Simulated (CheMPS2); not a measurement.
# SnO (tin(ii) oxide) at DMRG/STO-6G, part 2 of 2

CheMPS2 1.8.12. The steps go on from the part before.

**3. The triplet: the energy at DMRG/STO-6G**

integrals.py

```python
from pyscf import ao2mo, cc, dft, gto, mcscf, mp, scf
from pyscf.tools import fcidump

geom = """
O
Sn 1 1.81774
"""
mol = gto.M(
    atom=geom,
    basis="sto-6g",
    spin=2,
    verbose=3,
    max_memory=2000,
)
print("nao: %d" % (mol.nao))
mf = scf.ROHF(mol)
mf.conv_tol = 1e-10
mf.max_cycle = 200
mf.kernel()
if not mf.converged:
    mf = mf.newton().run(mf.mo_coeff, mf.mo_occ)
print(f"SCF energy: {mf.e_tot:.10f}")
ref = scf.UHF(mol).run(mf.make_rdm1(), conv_tol=1e-10)
pt = mp.MP2(ref, frozen=19).run()
mycc = cc.CCSD(ref, frozen=19)
mycc.max_cycle = 150
mycc.kernel()
print(f"E(MP2): {pt.e_tot:.10f}")
if mycc.converged:
    print("E(CCSD): %.10f" % (mycc.e_tot))
    print("E(CCSD(T)): %.10f" % (mycc.e_tot + mycc.ccsd_t()))
ks = dft.UKS(mol, xc="b3lyp").set(conv_tol=1e-9, verbose=3).run(mf.make_rdm1())
if ks.converged:
    print(f"E(B3LYP): {ks.e_tot:.8f}")
ks = dft.UKS(mol, xc="lda,vwn5").set(conv_tol=1e-9, verbose=3).run(mf.make_rdm1())
if ks.converged:
    print(f"E(SVWN5): {ks.e_tot:.8f}")
ks = dft.UKS(mol, xc="pbe").set(conv_tol=1e-9, verbose=3).run(mf.make_rdm1())
if ks.converged:
    print(f"E(PBE): {ks.e_tot:.8f}")
ks = dft.UKS(mol, xc="blyp").set(conv_tol=1e-9, verbose=3).run(mf.make_rdm1())
if ks.converged:
    print(f"E(BLYP): {ks.e_tot:.8f}")
ks = dft.UKS(mol, xc="bhandhlyp").set(conv_tol=1e-9, verbose=3).run(mf.make_rdm1())
if ks.converged:
    print("E(BHLYP): %.8f" % (ks.e_tot))
occ_no, mo = mcscf.addons.make_natural_orbitals(mp.MP2(mf.to_uhf(), frozen=19).run())
mf.mo_coeff = mo
cas = mcscf.CASCI(mf, 13, 20)
h1, ecore = cas.get_h1eff()
fcidump.from_integrals("FCIDUMP", h1, cas.get_h2eff(), 13, 20, nuc=ecore, ms=2)
ci = mcscf.CASCI(mf, 13, (11, 9))
ci.fix_spin_(ss=2)
ci.fcisolver.conv_tol = 1e-10
ci.fcisolver.max_cycle = 200
ci.kernel()
print("FCI energy: %.10f" % (ci.e_tot))
```

dmrg.input

```
FCIDUMP = FCIDUMP
GROUP = 0
MULTIPLICITY = 3
NELECTRONS = 20
IRREP = 0
EXCITATION = 0
SWEEP_STATES = 50, 100, 100
SWEEP_ENERGY_CONV = 1e-04, 1e-04, 1e-06
SWEEP_MAX_SWEEPS = 4, 2, 6
SWEEP_NOISE_PREFAC = 0.05, 0.005, 0.0
SWEEP_DVDSON_RTOL = 1e-04, 1e-04, 1e-05
NOCC = 0
NACT = 13
NVIR = 0
MOLCAS_FIEDLER = TRUE
PRINT_CORR = FALSE
TMP_FOLDER = .
```

On the command line:

```
$ python integrals.py && chemps2 --file=dmrg.input
```

Standard output:

```text
$ python integrals.py
nao: 32
converged SCF energy = -6068.7303934696
SCF energy: -6068.7303934696
converged SCF energy = -6068.73217888741  <S^2> = 2.0153448  2S+1 = 3.0102125
E(UMP2) = -6068.78012236962  E_corr = -0.0479434822080806
E(SCS-UMP2) = -6068.7789000196  E_corr = -0.0467211321849967
E(UCCSD) = -6068.819686689541  E_corr = -0.08750780212903329
E(MP2): -6068.7801223696
E(CCSD): -6068.8196866895
UCCSD(T) correction = -0.0125933294976544
E(CCSD(T)): -6068.8322800190

WARN: HOMO 0.00206572428852886 >= LUMO -0.00793522939504432

WARN: HOMO -3.5831467449593e-05 >= LUMO -0.082866971893314

WARN: HOMO -0.00565261900803471 >= LUMO -0.0392825018278871

WARN: HOMO -0.00863488706175047 >= LUMO -0.0455677456742015

WARN: HOMO -0.00918466725280881 >= LUMO -0.0487171955989928

WARN: HOMO -0.00965835915554636 >= LUMO -0.04887689822919

WARN: HOMO -0.00949339883194378 >= LUMO -0.0480998568434461

WARN: HOMO -0.00945212926562999 >= LUMO -0.0478391546483267

WARN: HOMO -0.00943487222885242 >= LUMO -0.0478813090770573

WARN: HOMO -0.00943838684070097 >= LUMO -0.0478662377117857

WARN: HOMO -0.00943850822393799 >= LUMO -0.0478672533238258

WARN: HOMO -0.0094385941435704 >= LUMO -0.0478670126712171

converged SCF energy = -6071.21349526049  <S^2> = 2.0074128  2S+1 = 3.0049378
E(B3LYP): -6071.21349526

WARN: HOMO 0.0421091282932722 >= LUMO -0.0558398246649213

WARN: HOMO 0.0395725107500584 >= LUMO -0.058400746511181

WARN: HOMO 0.0707922212185033 >= LUMO -0.00906538162723147

WARN: HOMO 0.0663218059226741 >= LUMO -0.0209811490787292

WARN: HOMO 0.0949507210659049 >= LUMO -0.00211051620288361

WARN: HOMO 0.0912213195748975 >= LUMO -0.0043639181965317

WARN: HOMO 0.0617750647391703 >= LUMO -0.0348539793775806

WARN: HOMO 0.02249703185487 >= LUMO -0.0731875680924486

WARN: HOMO 0.0171500537276783 >= LUMO -0.0846691043730255

WARN: HOMO 0.0174411368525249 >= LUMO -0.0868938329554304

WARN: HOMO -0.00126550511614901 >= LUMO -0.089594853797362

WARN: HOMO 0.00971055709962948 >= LUMO -0.0907381789688172

WARN: HOMO 0.0131610885661061 >= LUMO -0.0937494029646414

WARN: HOMO 0.0169112125242411 >= LUMO -0.0929163431169163

WARN: HOMO 0.0172515917255552 >= LUMO -0.0919612126918299

WARN: HOMO 0.017305421063734 >= LUMO -0.0917226000220464

WARN: HOMO 0.0184563365707161 >= LUMO -0.0916476603064273

WARN: HOMO 0.0176890609856039 >= LUMO -0.0915919798027167

WARN: HOMO 0.0183476235810629 >= LUMO -0.091574505838449

WARN: HOMO 0.0172841824810616 >= LUMO -0.0916182377678313

WARN: HOMO 0.0175059241994297 >= LUMO -0.0916035307251488

WARN: HOMO 0.0179326303325076 >= LUMO -0.091602622893982

WARN: HOMO 0.016682233161439 >= LUMO -0.0916091321487095

WARN: HOMO 0.016620163540376 >= LUMO -0.0916112694787938

WARN: HOMO 0.0167021680209379 >= LUMO -0.0916117671655799

WARN: HOMO 0.0183944776855622 >= LUMO -0.0916093986687967

WARN: HOMO 0.0141855882123696 >= LUMO -0.0916083754958933

WARN: HOMO 0.016866718197722 >= LUMO -0.0916107641311643

WARN: HOMO 0.0153838920972419 >= LUMO -0.0916035153917454

WARN: HOMO 0.0167522583668968 >= LUMO -0.0916050669261017

WARN: HOMO 0.0159242677614937 >= LUMO -0.0916051809218553

WARN: HOMO 0.0178811352834451 >= LUMO -0.0916054182464526

WARN: HOMO 0.0102775041114592 >= LUMO -0.0831214428508552

WARN: HOMO 0.00750582126159874 >= LUMO -0.0746996130984681

WARN: HOMO -0.0027991007369739 >= LUMO -0.0433883608566466

WARN: HOMO -0.00714866472630618 >= LUMO -0.0320025300757109

WARN: HOMO -0.00906017038582718 >= LUMO -0.0384775874472883

WARN: HOMO 0.0143330652491107 >= LUMO -0.0916252562043216

WARN: HOMO 0.0147895922533817 >= LUMO -0.0916105789190916

WARN: HOMO 0.0178433567125196 >= LUMO -0.0915918690369228

WARN: HOMO 0.0183883586986024 >= LUMO -0.0916047447790508

WARN: HOMO 0.0183841117379527 >= LUMO -0.0916044478463496

WARN: HOMO 0.0183398369160692 >= LUMO -0.0916076717199995

WARN: HOMO 0.0181019838215503 >= LUMO -0.0915957347435289

WARN: HOMO 0.0179303167140554 >= LUMO -0.0915920704405799

WARN: HOMO 0.017311094400277 >= LUMO -0.0915979628986365

WARN: HOMO 0.016920189251022 >= LUMO -0.0915834737555876

WARN: HOMO 0.0149220610305206 >= LUMO -0.0916069142473964

WARN: HOMO 0.017364160708359 >= LUMO -0.0916032909921553

WARN: HOMO 0.0156998010776596 >= LUMO -0.0916029905724841

SCF not converged.
SCF energy = -6064.85330580171 after 50 cycles  <S^2> = 2.0016082  2S+1 = 3.0010719

WARN: HOMO 0.0472283886203016 >= LUMO -0.0434638683122932

WARN: HOMO 0.05786999028081 >= LUMO -0.0574304894876446

WARN: HOMO 0.120566911497453 >= LUMO 0.0148555380788462

WARN: HOMO 0.113103563799183 >= LUMO 0.00535465668987317

WARN: HOMO 0.121690626757744 >= LUMO 0.00835379032865963

WARN: HOMO 0.0483803353739541 >= LUMO -0.0495494671552347

WARN: HOMO 0.0424598072784728 >= LUMO -0.0514479100138793

WARN: HOMO 0.0222004107574342 >= LUMO -0.0700523444148454

WARN: HOMO 0.00872972883883186 >= LUMO -0.0796469449427229

WARN: HOMO 0.0173619730451343 >= LUMO -0.0830850984304984

WARN: HOMO 0.02433347082415 >= LUMO -0.0778218985169268

WARN: HOMO 0.0251691523080545 >= LUMO -0.0779736877412513

WARN: HOMO 0.0239582814294721 >= LUMO -0.079856054234733

WARN: HOMO 0.0227414247015542 >= LUMO -0.0797291597730831

WARN: HOMO 0.0239364536461585 >= LUMO -0.0797208299655152

WARN: HOMO 0.0240850680759058 >= LUMO -0.0797236482237819

WARN: HOMO 0.023025825884036 >= LUMO -0.0797214345070825

WARN: HOMO 0.0231712614751735 >= LUMO -0.0797233594592421

WARN: HOMO 0.0239462686114494 >= LUMO -0.0797240354576425

WARN: HOMO 0.0239126539719171 >= LUMO -0.0797228578804614

WARN: HOMO 0.0234121860116858 >= LUMO -0.0797181018436402

WARN: HOMO 0.0236154699880876 >= LUMO -0.0797215994774214

WARN: HOMO 0.023252757406218 >= LUMO -0.0797189261625395

WARN: HOMO 0.0239957195018343 >= LUMO -0.0797154463238941

WARN: HOMO 0.0234144402719125 >= LUMO -0.0797157132458512

WARN: HOMO 0.0227995886543984 >= LUMO -0.0797148388735393

WARN: HOMO 0.0233087699166382 >= LUMO -0.0797144330454794

WARN: HOMO 0.0233796679706991 >= LUMO -0.0797145864471759

WARN: HOMO 0.023999930878477 >= LUMO -0.0797144696209304

WARN: HOMO 0.0237827076183726 >= LUMO -0.0797157367500565

WARN: HOMO 0.0234533233633263 >= LUMO -0.0797158578277591

WARN: HOMO 0.0225897958201807 >= LUMO -0.0797094323639597

WARN: HOMO 0.0166816433338273 >= LUMO -0.0288523648215673

WARN: HOMO 0.0181618596946374 >= LUMO -0.0433833566697201

WARN: HOMO 0.0215781503678781 >= LUMO -0.076828262972974

WARN: HOMO 0.023302491762313 >= LUMO -0.0797014522269569

WARN: HOMO 0.0190765912086262 >= LUMO -0.0522479268344376

WARN: HOMO 0.0239789581059388 >= LUMO -0.079721108822528

WARN: HOMO 0.0236559559976256 >= LUMO -0.079726012155189

WARN: HOMO 0.0236969694321738 >= LUMO -0.0797281175058452

WARN: HOMO 0.0228251848210123 >= LUMO -0.079698945522944

WARN: HOMO 0.0228683747149516 >= LUMO -0.0797046574553165

WARN: HOMO 0.0228318439407926 >= LUMO -0.0797078871275745

WARN: HOMO 0.0236731978851581 >= LUMO -0.0796945137825597

WARN: HOMO 0.0235284379481349 >= LUMO -0.0797092129046197

WARN: HOMO 0.0234887809035585 >= LUMO -0.0797093143211456

WARN: HOMO 0.0234106566368623 >= LUMO -0.0797089457268135

WARN: HOMO 0.0239303673318018 >= LUMO -0.0797064138185357

WARN: HOMO 0.023743697916734 >= LUMO -0.0797241734614705

WARN: HOMO 0.0233820138011009 >= LUMO -0.0797060124322393

SCF not converged.
SCF energy = -6070.57690661712 after 50 cycles  <S^2> = 2.0025813  2S+1 = 3.0017204

WARN: HOMO 0.0527927968442456 >= LUMO -0.0391107462820581

WARN: HOMO 0.064469576362107 >= LUMO -0.0537918024926151

WARN: HOMO 0.118892662548009 >= LUMO 0.0147631833246245

WARN: HOMO 0.108861498618517 >= LUMO 0.00528305513903232

WARN: HOMO 0.103410467782027 >= LUMO -0.00144567775628324

WARN: HOMO 0.100691315938782 >= LUMO -0.00309555532622063

WARN: HOMO 0.0562242534618309 >= LUMO -0.0413422114289975

WARN: HOMO 0.0451418094187358 >= LUMO -0.048129201573292

WARN: HOMO 0.0254614101901341 >= LUMO -0.0660236233956411

WARN: HOMO 0.013621455993353 >= LUMO -0.0726798870099326

WARN: HOMO 0.0220433337015418 >= LUMO -0.0776561690401101

WARN: HOMO 0.0299007920132306 >= LUMO -0.075712790100246

WARN: HOMO 0.0299944587635056 >= LUMO -0.0753851334846697

WARN: HOMO 0.0310550740239282 >= LUMO -0.0757237560449796

WARN: HOMO 0.0312730856131761 >= LUMO -0.0758999334641823

WARN: HOMO 0.0308057287253498 >= LUMO -0.0759319999026299

WARN: HOMO 0.0308348217885757 >= LUMO -0.0759020130507892

WARN: HOMO 0.0307337950355195 >= LUMO -0.0758828397548111

WARN: HOMO 0.0304604988153084 >= LUMO -0.0758914631798365

WARN: HOMO 0.0299804693451413 >= LUMO -0.0758509154998671

WARN: HOMO 0.0305301434215991 >= LUMO -0.0758536710826986

WARN: HOMO 0.0297857236650227 >= LUMO -0.0758611481769924

WARN: HOMO 0.0296831240249932 >= LUMO -0.0758637178752396

WARN: HOMO 0.0304289141688966 >= LUMO -0.0758676120674392

WARN: HOMO 0.0301555246618632 >= LUMO -0.0758659002563004

WARN: HOMO 0.0300470095984451 >= LUMO -0.0758666298275804

WARN: HOMO 0.0302542437466995 >= LUMO -0.0758662792105664

WARN: HOMO 0.0303968168536139 >= LUMO -0.0758665581218786

WARN: HOMO 0.030874915242865 >= LUMO -0.0758583512538004

WARN: HOMO 0.0299176484271654 >= LUMO -0.0758663177166325

WARN: HOMO 0.031205922985963 >= LUMO -0.0758608254827622

WARN: HOMO 0.0300892578144129 >= LUMO -0.0758644452022787

WARN: HOMO 0.0304429842001184 >= LUMO -0.075865735269809

WARN: HOMO 0.0307480829908089 >= LUMO -0.0758666459336516

WARN: HOMO 0.03093286930882 >= LUMO -0.0758680119831772

WARN: HOMO 0.0310367283381277 >= LUMO -0.0758665771698475

WARN: HOMO 0.0302878279660208 >= LUMO -0.0758691939812418

WARN: HOMO 0.0302203252202911 >= LUMO -0.0758727813151697

WARN: HOMO 0.0298873908576833 >= LUMO -0.0758715253232937

WARN: HOMO 0.0302081787312722 >= LUMO -0.0758720036611478

WARN: HOMO 0.0294580864352884 >= LUMO -0.0758705390962565

WARN: HOMO 0.0294198828302276 >= LUMO -0.0758701481271529

WARN: HOMO 0.0291495335976232 >= LUMO -0.0756300905050228

WARN: HOMO 0.030324962083229 >= LUMO -0.07586725731543

WARN: HOMO 0.0299257540756215 >= LUMO -0.0758605738112553

WARN: HOMO 0.0295777091121102 >= LUMO -0.0758618696119314

WARN: HOMO 0.03009285418547 >= LUMO -0.0758615041430437

WARN: HOMO 0.0294569844775276 >= LUMO -0.0758567162127749

WARN: HOMO 0.0295945820389094 >= LUMO -0.0758545039956151

WARN: HOMO 0.0305388263207007 >= LUMO -0.0758515453523676

SCF not converged.
SCF energy = -6071.12712125018 after 50 cycles  <S^2> = 2.0022916  2S+1 = 3.0015273
converged SCF energy = -6071.32221116879  <S^2> = 2.021033  2S+1 = 3.0139894
E(BHLYP): -6071.32221117
E(UMP2) = -6068.77584082807  E_corr = -0.0454473584717434
E(SCS-UMP2) = -6068.77553188808  E_corr = -0.0451384184840146
CASCI E = -6068.84156542928  E(CI) = -108.841366592948  S^2 = 2.0000000
FCI energy: -6068.8415654293

$ chemps2 --file=dmrg.input

Running chemps2 version 1.8.12 () with the following options:

   FCIDUMP            = FCIDUMP
   GROUP              = c1
   MULTIPLICITY       = 3
   NELECTRONS         = 20
   IRREP              = A
   EXCITATION         = 0
   SWEEP_STATES       = [ 50 ; 100 ; 100 ]
   SWEEP_ENERGY_CONV  = [ 0.0001 ; 0.0001 ; 1e-06 ]
   SWEEP_MAX_SWEEPS   = [ 4 ; 2 ; 6 ]
   SWEEP_NOISE_PREFAC = [ 0.05 ; 0.005 ; 0 ]
   SWEEP_DVDSON_RTOL  = [ 0.0001 ; 0.0001 ; 1e-05 ]
   NOCC               = [ 0 ]
   NACT               = [ 13 ]
   NVIR               = [ 0 ]
   MOLCAS_2RDM        =
   MOLCAS_3RDM        =
   MOLCAS_F4RDM       =
   MOLCAS_FOCK        =
   MOLCAS_FIEDLER     = TRUE
   MOLCAS_MPS         = FALSE
   MOLCAS_STATE_AVG   = FALSE
   PRINT_CORR         = FALSE
   TMP_FOLDER         = .

CheMPS2::Hamiltonian : Reading FCIDUMP file FCIDUMP
CheMPS2::Hamiltonian : Finished reading FCIDUMP file FCIDUMP
   EdmistonRuedenberg::FiedlerGlobal : Cost function at start = 48.6572673508172
   EdmistonRuedenberg::FiedlerGlobal : Cost function at end   = 35.3750313764831
   EdmistonRuedenberg::FiedlerGlobal : Reordering = [ 3, 1, 2, 0, 4, 12, 9, 7, 11, 10, 5, 8, 6 ].

   CheMPS2: a spin-adapted implementation of DMRG for ab initio quantum chemistry

   Stats: nIt(DAVIDSON) = 27
Energy at sites (11, 12) is -6063.0195982885
   Stats: nIt(DAVIDSON) = 100
Energy at sites (10, 11) is -6066.96889262643
   Stats: nIt(DAVIDSON) = 32
Energy at sites (9, 10) is -6067.51962940529
   Stats: nIt(DAVIDSON) = 44
Energy at sites (8, 9) is -6068.34562155735
   Stats: nIt(DAVIDSON) = 19
Energy at sites (7, 8) is -6068.36668686889
   Stats: nIt(DAVIDSON) = 18
Energy at sites (6, 7) is -6068.50236514014
   Stats: nIt(DAVIDSON) = 20
Energy at sites (5, 6) is -6068.79543452911
   Stats: nIt(DAVIDSON) = 4
Energy at sites (4, 5) is -6068.79598376225
   Stats: nIt(DAVIDSON) = 3
Energy at sites (3, 4) is -6068.79597773999
   Stats: nIt(DAVIDSON) = 2
Energy at sites (2, 3) is -6068.79597657669
   Stats: nIt(DAVIDSON) = 1
Energy at sites (1, 2) is -6068.79597657669
******************************************************************
***  Information on left sweep 0 of instruction 0:
***     Elapsed wall time        = 5.288812 seconds
***     Minimum energy           = -6068.79598376225
***     Maximum discarded weight = 0
******************************************************************
   Stats: nIt(DAVIDSON) = 1
Energy at sites (0, 1) is -6068.79597657669
   Stats: nIt(DAVIDSON) = 1
Energy at sites (1, 2) is -6068.79597657669
   Stats: nIt(DAVIDSON) = 1
Energy at sites (2, 3) is -6068.79597657669
   Stats: nIt(DAVIDSON) = 2
Energy at sites (3, 4) is -6068.79597774015
   Stats: nIt(DAVIDSON) = 4
Energy at sites (4, 5) is -6068.79601357188
   Stats: nIt(DAVIDSON) = 4
Energy at sites (5, 6) is -6068.7960725473
   Stats: nIt(DAVIDSON) = 11
Energy at sites (6, 7) is -6068.80339088943
   Stats: nIt(DAVIDSON) = 12
Energy at sites (7, 8) is -6068.8232417689
   Stats: nIt(DAVIDSON) = 14
Energy at sites (8, 9) is -6068.83771120813
   Stats: nIt(DAVIDSON) = 4
Energy at sites (9, 10) is -6068.83766890773
   Stats: nIt(DAVIDSON) = 1
Energy at sites (10, 11) is -6068.83766890773
******************************************************************
***  Information on right sweep 0 of instruction 0:
***     Elapsed wall time        = 1.692107 seconds
***     Minimum energy           = -6068.83771120813
***     Maximum discarded weight = 1.83054165239542e-05
***     Energy difference with respect to previous leftright sweep = 6068.83766890773
******************************************************************
[... 11 site updates ...]
******************************************************************
***  Information on left sweep 1 of instruction 0:
***     Elapsed wall time        = 1.141631 seconds
***     Minimum energy           = -6068.84115886246
***     Maximum discarded weight = 1.51501279498397e-05
******************************************************************
[... 11 site updates ...]
******************************************************************
***  Information on right sweep 1 of instruction 0:
***     Elapsed wall time        = 1.051674 seconds
***     Minimum energy           = -6068.84149451715
***     Maximum discarded weight = 1.21917992004668e-05
***     Energy difference with respect to previous leftright sweep = 0.0037986406005075
******************************************************************
[... 11 site updates ...]
******************************************************************
***  Information on left sweep 2 of instruction 0:
***     Elapsed wall time        = 0.651621 seconds
***     Minimum energy           = -6068.84149533943
***     Maximum discarded weight = 1.21483435973075e-05
******************************************************************
[... 11 site updates ...]
******************************************************************
***  Information on right sweep 2 of instruction 0:
***     Elapsed wall time        = 0.736993 seconds
***     Minimum energy           = -6068.84150532101
***     Maximum discarded weight = 1.1952015644326e-05
***     Energy difference with respect to previous leftright sweep = 1.03767015389167e-05
******************************************************************
***  Information on completed instruction 0:
***     The reduced virtual dimension DSU(2)               = 50
***     The total number of reduced MPS variables          = 7542
***     Minimum energy encountered during all instructions = -6068.84150532101
***     Minimum energy encountered during the last sweep   = -6068.84150532101
***     Maximum discarded weight during the last sweep     = 1.1952015644326e-05
******************************************************************
[... 11 site updates ...]
******************************************************************
***  Information on left sweep 0 of instruction 1:
***     Elapsed wall time        = 0.998466 seconds
***     Minimum energy           = -6068.84153743124
***     Maximum discarded weight = 4.0157834922163e-08
******************************************************************
[... 11 site updates ...]
******************************************************************
***  Information on right sweep 0 of instruction 1:
***     Elapsed wall time        = 1.118117 seconds
***     Minimum energy           = -6068.84156188915
***     Maximum discarded weight = 5.16627280841832e-07
***     Energy difference with respect to previous leftright sweep = 8.39641206766828e-05
******************************************************************
***  Information on completed instruction 1:
***     The reduced virtual dimension DSU(2)               = 100
***     The total number of reduced MPS variables          = 22787
***     Minimum energy encountered during all instructions = -6068.84156188915
***     Minimum energy encountered during the last sweep   = -6068.84156188915
***     Maximum discarded weight during the last sweep     = 5.16627280841832e-07
******************************************************************
[... 11 site updates ...]
******************************************************************
***  Information on left sweep 0 of instruction 2:
***     Elapsed wall time        = 1.693057 seconds
***     Minimum energy           = -6068.84156475852
***     Maximum discarded weight = 6.43203017976311e-07
******************************************************************
[... 11 site updates ...]
******************************************************************
***  Information on right sweep 0 of instruction 2:
***     Elapsed wall time        = 1.25612 seconds
***     Minimum energy           = -6068.8415648662
***     Maximum discarded weight = 6.46639804679173e-07
***     Energy difference with respect to previous leftright sweep = 1.79257312993286e-06
******************************************************************
[... 11 site updates ...]
******************************************************************
***  Information on left sweep 1 of instruction 2:
***     Elapsed wall time        = 1.160226 seconds
***     Minimum energy           = -6068.84156488053
***     Maximum discarded weight = 6.49724449704463e-07
******************************************************************
[... 11 site updates ...]
******************************************************************
***  Information on right sweep 1 of instruction 2:
***     Elapsed wall time        = 1.222991 seconds
***     Minimum energy           = -6068.84156488096
***     Maximum discarded weight = 6.49680104866856e-07
***     Energy difference with respect to previous leftright sweep = 9.43146005738527e-10
******************************************************************
***  Information on completed instruction 2:
***     The reduced virtual dimension DSU(2)               = 100
***     The total number of reduced MPS variables          = 22960
***     Minimum energy encountered during all instructions = -6068.84156488096
***     Minimum energy encountered during the last sweep   = -6068.84156488096
***     Maximum discarded weight during the last sweep     = 6.49680104866856e-07
******************************************************************
```

It took 71 s on 1 thread of Arm Neoverse N1, shared host; peak memory 0.19 GiB.

**4. Summary of results**

What follows sums up all 2 parts.

At DMRG/STO-6G, 19 core orbitals frozen:

| quantity | value |
| --- | --- |
| run 1, DMRG/STO-6G: total energy | -6068.95343 Eh |
| run 1, DMRG/STO-6G: T1 diagnostic of the CCSD step | 0.040 |
| triplet: total energy | -6068.84156 Eh |
| vertical energy of the triplet above the singlet | 3.044 eV |

In words: At this shape the triplet lies 3.04 eV (294 kJ/mol) above the singlet. In a minimal basis such a difference can be off by several eV, whatever the method. The T1 diagnostic (run 1, DMRG/STO-6G) of 0.040 is above the customary mark for such species, so a single reference may not serve. Relativity is left out (run 1, DMRG/STO-6G) although the molecule holds a heavy atom. Relativity is left out (triplet) although the molecule holds a heavy atom.
